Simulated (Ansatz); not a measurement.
# BFGa2H2: how energies converge with the basis set

An exercise on one series of results from a longer session: the logs are not shown, and one member is left open.

Program: Ansatz 0.2.0, Gaussian basis. Level of theory: one geometry, several basis sets. These are calculated values, not measurements.

Plan: PBE0-D4/def2-SVP; ωB97M-V/def2-SVP; PBE0-D4/def2-QZVPP; ωB97M-V/def2-QZVPP; the functionals' def2-TZVPP values are taken from earlier runs.

### Structure used throughout

The geometry comes from an earlier relaxation with PBE0-D4 in a triple-zeta def2 set; it is a stationary point.

6 atoms, charge 0, spin multiplicity 1.

Atoms are counted from 1 here; the program's logs count them from 0.

Bond lengths: F1–Ga2 1.741 Å, Ga2–B3 1.952 Å, Ga2–Ga4 2.907 Å, B3–Ga4 1.935 Å, B3–H5 1.200 Å, Ga4–H6 1.558 Å. Angles: F1–Ga2–B3 167.9°, F1–Ga2–Ga4 140.6°, B3–Ga2–Ga4 41.4°, Ga2–B3–Ga4 96.8°, Ga2–B3–H5 109.7°, Ga4–B3–H5 121.5°, Ga2–Ga4–B3 41.8°, Ga2–Ga4–H6 139.5°, B3–Ga4–H6 164.3°.

The first run:

in.yaml reads:

```yaml
crystal:
  periodic: [false, false, false]
  atoms:
    - {symbol: F, position_ang: [0.254558, -2.807803, 1.201887]}
    - {symbol: Ga, position_ang: [0.518156, -1.259887, 0.449129]}
    - {symbol: B, position_ang: [0.719846, 0.274707, -0.740356]}
    - {symbol: Ga, position_ang: [-0.902936, 1.187539, -0.215178]}
    - {symbol: H, position_ang: [1.800123, 0.772215, -0.578114]}
    - {symbol: H, position_ang: [-2.347547, 1.769128, -0.163467]}
basis:
  gaussian: {orbitals: def2-SVP}
hamiltonian: {xc: pbe0, dispersion: d4}
output: {orbitals: {seedname: orbitals}}
```

Run with:

```bash
$ ansatz run in.yaml --threads 2 --pin off --events-out ev --progress --plain --max-ram 4352MiB
```

Among the steps run: PBE0-D4 in def2-SVP; ωB97M-V in def2-SVP; PBE0-D4 in def2-QZVPP; ωB97M-V in def2-QZVPP.

One of the session's tables, all rows but one given; the rest of the session is left out.

It belongs to the step «Functionals by basis». 

```
functional       basis  HOMO (eV)  LUMO (eV)
   PBE0-D4    def2-SVP          ?          ?
   PBE0-D4  def2-TZVPP      -5.72      -2.43
   PBE0-D4  def2-QZVPP      -5.74      -2.44
   ωB97M-V    def2-SVP      -7.46      -0.65
   ωB97M-V  def2-TZVPP      -7.54      -0.70
   ωB97M-V  def2-QZVPP      -7.56      -0.77
```

**Question.** Estimate the row for PBE0-D4, def2-SVP.

The run gave: HOMO (eV): -5.67; LUMO (eV): -2.40. In the column «HOMO (eV)» it is the highest.
